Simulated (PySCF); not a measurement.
# RuSOH: structure of the quartet

Where does quartet RuSOH go from a PBE0 minimum start, is the end point a minimum, and what are its modes, charges and moments?

Program: PySCF 2.14.0. Level of theory: PBE0, basis Ru def2-SVP with ECP28, S def2-SVP, O def2-SVP, H def2-SVP, scalar-relativistic core potentials, no spin–orbit coupling, density fitting. These are calculated values, not measurements.

## (1) The starting structure

4 atoms, charge 0, spin multiplicity 4.

Bond lengths: Ru1–S2 2.072 Å, Ru1–O3 1.868 Å, O3–H4 0.967 Å. Angles: S2–Ru1–O3 125.9°, Ru1–O3–H4 117.6°.

Coordinates in bohr (charge 0 multiplicity 4):
```
Ru    0.3755    0.4439    0.3760
S    -0.9231   -0.8805   -3.0727
O    -0.3357   -0.9614    3.5348
H    -2.0500   -0.8255    4.1550
```

## (2) First SCF at the start

The steps below are one call of a driver around PySCF. For each, scf.py gives the equivalent set-up of the SCF; relaxations use the driver's own optimiser. After this first run the driver tries any further starts and a stability analysis.

Contents of scf.py:

```python
from pyscf import gto, scf, dft
mol = gto.M(atom='''
Ru     0.198726     0.234879     0.198951
S     -0.488501    -0.465957    -1.626019
O     -0.177650    -0.508764     1.870511
H     -1.084839    -0.436837     2.198752''',
    basis={'Ru': 'def2-SVP', 'S': 'def2-SVP', 'O': 'def2-SVP', 'H': 'def2-SVP'},
    ecp={'Ru': 'def2-SVP'},
    charge=0, spin=3)
mf = dft.UKS(mol, xc='PBE0')
mf.grids.atom_grid = (50, 194)
aux = {'Ru': 'def2-universal-JKFIT', 'S': 'def2-universal-JKFIT', 'O': 'def2-universal-JKFIT', 'H': 'def2-universal-JKFIT'}
mf = mf.density_fit(auxbasis=aux)
mf.conv_tol = 1e-08
mf.diis_space = 10
mf.max_cycle = 60
mf.init_guess = 'minao'
mf.verbose = 4
mf.kernel()
```

Started as:

```console
$ OMP_NUM_THREADS=2 python axn.py task.json out
```

What it wrote:

```text
init E= -559.253197820258
[... the frontier-level lines of each cycle are left out ...]
cycle= 1 E= -567.623671541908  delta_E= -8.37  |g|= 1.21  |ddm|= 2.24
cycle= 2 E= -559.939556412041  delta_E= 7.68  |g|= 3.06  |ddm|= 6.36
cycle= 3 E= -568.254000407792  delta_E= -8.31  |g|= 0.657  |ddm|= 6.11
cycle= 4 E= -568.289489288514  delta_E= -0.0355  |g|= 0.636  |ddm|= 0.909
cycle= 5 E= -568.454227340346  delta_E= -0.165  |g|= 0.0992  |ddm|= 0.465
cycle= 6 E= -568.458281947445  delta_E= -0.00405  |g|= 0.0859  |ddm|= 0.205
cycle= 7 E= -568.462119124378  delta_E= -0.00384  |g|= 0.0337  |ddm|= 0.0714
cycle= 8 E= -568.46282996419  delta_E= -0.000711  |g|= 0.0171  |ddm|= 0.0419
cycle= 9 E= -568.463086842824  delta_E= -0.000257  |g|= 0.00322  |ddm|= 0.0363
cycle= 10 E= -568.463111980618  delta_E= -2.51e-05  |g|= 0.00139  |ddm|= 0.0119
cycle= 11 E= -568.463126239482  delta_E= -1.43e-05  |g|= 0.000794  |ddm|= 0.0113
cycle= 12 E= -568.463132981454  delta_E= -6.74e-06  |g|= 0.000473  |ddm|= 0.00973
cycle= 13 E= -568.463135389251  delta_E= -2.41e-06  |g|= 0.000345  |ddm|= 0.00512
cycle= 14 E= -568.463137110118  delta_E= -1.72e-06  |g|= 0.000308  |ddm|= 0.00406
cycle= 15 E= -568.463138579815  delta_E= -1.47e-06  |g|= 0.000283  |ddm|= 0.00372
cycle= 16 E= -568.463141029079  delta_E= -2.45e-06  |g|= 0.000263  |ddm|= 0.00651
cycle= 17 E= -568.463144469433  delta_E= -3.44e-06  |g|= 0.000237  |ddm|= 0.0101
cycle= 18 E= -568.463148794622  delta_E= -4.33e-06  |g|= 0.000209  |ddm|= 0.0152
cycle= 19 E= -568.463150922086  delta_E= -2.13e-06  |g|= 0.0002  |ddm|= 0.00901
cycle= 20 E= -568.463154109649  delta_E= -3.19e-06  |g|= 0.000175  |ddm|= 0.0183
cycle= 21 E= -568.463155406633  delta_E= -1.3e-06  |g|= 9.77e-05  |ddm|= 0.0114
cycle= 22 E= -568.463156014918  delta_E= -6.08e-07  |g|= 7.82e-05  |ddm|= 0.00862
cycle= 23 E= -568.463156268506  delta_E= -2.54e-07  |g|= 5.02e-05  |ddm|= 0.00761
cycle= 24 E= -568.463156294101  delta_E= -2.56e-08  |g|= 2.74e-05  |ddm|= 0.00169
cycle= 25 E= -568.463156303705  delta_E= -9.6e-09  |g|= 1.7e-05  |ddm|= 0.0011
Extra cycle  E= -568.463156304412  delta_E= -7.07e-10  |g|= 2.58e-05  |ddm|= 7.89e-05
converged SCF energy = -568.463156304412  <S^2> = 3.7659981  2S+1 = 4.0079911
```

This step, with its further starts and checks, ran for 7.5 s (2 threads of AMD EPYC 9R45 (Zen 5), shared host).

Energies from each starting density:

| start | energy (Eh) |
| --- | --- |
| the minimal-basis guess | -568.463156 |
| a thermally smeared density | -568.463156 |
| a smeared PBE density | -568.463156 |

No lower solution of this spin turned up from the other starts or in the test of internal stability.

## (3) PBE0 minimum start, quartet: relaxation

The program finds C1 symmetry in the start.

Changes to scf.py since step 2:

```diff
@@ -3,4 +3,4 @@
-Ru     0.198726     0.234879     0.198951
-S     -0.488501    -0.465957    -1.626019
-O     -0.177650    -0.508764     1.870511
-H     -1.084839    -0.436837     2.198752''',
+Ru     0.194101     0.231832     0.196158
+S     -0.493126    -0.469004    -1.628812
+O     -0.182275    -0.511811     1.867718
+H     -1.089464    -0.439884     2.195959''',
@@ -17 +16,0 @@
-mf.init_guess = 'minao'
```

The optimiser's trace:

| step | energy (Eh) | change (kJ/mol) | largest gradient (Eh/bohr) |
| --- | --- | --- | --- |
| 0 | -568.463156 | 0.00 | 0.00039 |
| 1 | -568.463158 | 0.00 | 0.00025 |

The walk took 1.8 s.

Geometry (Å) and forces (eV/Å) at some steps:

```
step 0
Ru   0.194   0.232   0.196  -0.019  -0.018   0.005
S   -0.493  -0.469  -1.629   0.015   0.017  -0.001
O   -0.182  -0.512   1.868   0.002   0.001  -0.002
H   -1.089  -0.440   2.196   0.002   0.000  -0.002
step 1
Ru   0.191   0.232   0.196  -0.008  -0.013   0.003
S   -0.491  -0.469  -1.631   0.009   0.015  -0.006
O   -0.183  -0.514   1.867  -0.001   0.001   0.004
H   -1.088  -0.438   2.199  -0.001  -0.003  -0.001
```

After 1 steps and 0.0 kJ/mol it ends at C1: O–H 0.967 Å, Ru–O 1.868 Å, Ru–S 2.072 Å; H–O–Ru 117.6°, O–Ru–S 126.0°.

## (4) Frequencies

The point is checked on the finer grid, and tightened if its gradient asks for it. The Hessian and the dipole derivatives come from central differences of analytic gradients, with steps of 0.02 bohr.

Changes to scf.py since step 3:

```diff
@@ -3,4 +3,4 @@
-Ru     0.194101     0.231832     0.196158
-S     -0.493126    -0.469004    -1.628812
-O     -0.182275    -0.511811     1.867718
-H     -1.089464    -0.439884     2.195959''',
+Ru     0.194761     0.231476     0.196739
+S     -0.490776    -0.468321    -1.629288
+O     -0.180374    -0.511608     1.868722
+H     -1.087430    -0.439135     2.197176''',
@@ -11 +11 @@
-mf.grids.atom_grid = (50, 194)
+mf.grids.atom_grid = (75, 302)
@@ -14 +14 @@
-mf.conv_tol = 1e-08
+mf.conv_tol = 1e-10
```

The driver hands on the density of the step before, so the log starts near convergence.

Log of the central SCF (cycles and frontier levels):

```text
init E= -568.463132387783
[... the frontier-level lines of each cycle are left out ...]
cycle= 1 E= -568.463132387793  delta_E= -9.55e-12  |g|= 2.24e-06  |ddm|= 8.04e-06
Extra cycle  E= -568.463132387788  delta_E= 5.12e-12  |g|= 6.29e-06  |ddm|= 9.72e-06
converged SCF energy = -568.463132387788  <S^2> = 3.7660159  2S+1 = 4.0079999
```

The whole step took 52 s.

Geometry: C1; O–H 0.967 Å, Ru–O 1.868 Å, Ru–S 2.072 Å; H–O–Ru 117.5°, O–Ru–S 126.0°.

Harmonic modes (main isotopes):

```csv
symmetry,ω (cm⁻¹),IR (km/mol),μ (u)
a,118,4.4,10.90
a,334,87.3,1.13
a,539,30.1,35.06
a,674,150,15.44
a,764,78.9,1.08
a,3837,131,1.07
```

No imaginary mode, so this is a minimum.

Properties at this point:

```yaml
Dipole_moment: 2.24 D
Highest_occupied_level: -6.60 eV
Lowest_empty_level: -3.40 eV
Rotational_constants: 0.6696, 0.1087, 0.09413 cm⁻¹
Zero-point_energy: 37.5 kJ/mol
Principal_polarisabilities: 38.3, 46.2, 78.1 bohr³
Atomisation_energy_without_zero-point_energy: 1128 kJ/mol
Principal_traceless_quadrupole_moments_about_the_centre_of_mass: -6.34, 0.13, 6.22 D Å
Entropy_at_298.15_K_and_1_bar_electronic_part_spin_only: 310.5 J/(mol K)
Heat_capacity_Cp_at_298.15_K: 59.6 J/(mol K)
Enthalpy_at_298.15_K_above_0_K: 13.82 kJ/mol
Rotational_symmetry_number: 1
Spin_squared_⟨S²⟩: 3.766
```

Charges (e) and bond orders:

```
atom  Mulliken  Löwdin  polar tensor  spin (Mulliken)  Mayer order to Ru1
 Ru1      0.35   -0.23          0.94             2.41                   –
  S2     -0.13    0.25         -0.46             0.54                2.25
  O3     -0.45   -0.13         -0.77             0.05                1.08
  H4      0.22    0.10          0.28             0.01                0.02
```

Mulliken populations on Ru1 (outside its core potential): s 2.51, p 6.43, d 6.69, f 0.01.

## (5) Outcome

| quantity | value |
| --- | --- |
| minimum | quartet, C1 |
| geometry | O–H 0.967 Å, Ru–O 1.868 Å, Ru–S 2.072 Å; H–O–Ru 117.5°, O–Ru–S 126.0° |
| wavenumbers (cm⁻¹) | 118 (a), 334 (a), 539 (a), 674 (a), 764 (a), 3837 (a) |
| dipole moment | 2.24 D |
| highest occupied, lowest empty level (either spin) | -6.60, -3.40 eV |
| polar-tensor charge of Ru1 | +0.94 e |
| zero-point energy | 37.5 kJ/mol |
| entropy at 298.15 K | 310.5 J/(mol K) |
| atomisation energy (no zero-point energy) | 1128 kJ/mol |
| ⟨S²⟩ | 3.766 |

The PBE0 minimum start ends in a minimum without symmetry. In the infrared the band at 674 cm⁻¹ (a) leads. Most of the spin sits on Ru1 (Mulliken spin 2.41, against 3 for the whole molecule). Other starts or spin states, not run here, may lie lower. One determinant may miss the lowest occupation of an open d or f shell.

The search up to here took 62 s.
